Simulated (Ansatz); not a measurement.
# BrH2Se: the cost of one run

Program: Ansatz 0.2.0. Level of theory: RKS PBE-D4/def2-SVP. These are calculated values, not measurements.

**1. Starting point**

Bond lengths: Br1–Se2 2.693 Å, Se2–H3 1.553 Å, Se2–H4 1.450 Å. Angles: Br1–Se2–H3 165.2°, Br1–Se2–H4 78.7°, H3–Se2–H4 86.5°.

Coordinates:

```xyz
4

Br   -0.4124   -0.6929   -2.2267
Se    0.2139    0.5380    0.0850
H     0.4480    0.9034    1.5758
H    -0.2495   -0.7486    0.5659
```

**2. Preparing the start**

input.yaml reads:

```yaml
crystal:
  periodic: [false, false, false]
  atoms:
    - { symbol: Br, position_ang: [-0.4124, -0.6929, -2.2267] }
    - { symbol: Se, position_ang: [0.2139, 0.538, 0.085] }
    - { symbol: H, position_ang: [0.448, 0.9034, 1.5758] }
    - { symbol: H, position_ang: [-0.2495, -0.7486, 0.5659] }
total_charge: -1
basis:
  gaussian: { orbitals: def2-SVP }
hamiltonian:
  xc: pbe
  dispersion: d4
relax:
  f_tol: 0.02
  max_steps: 40
scf:
  lower_state_search: "off"
```

Command:

```bash
ansatz run input.yaml --threads 1 --pin off --max-ram 2048MiB --backend cpu --events-out ev --progress --plain --runs-dir out
```

Q: Estimate wall time and peak memory on 1 thread of Arm Neoverse V2, shared host.

About 6.2 s, with a peak of 0.12 GiB.
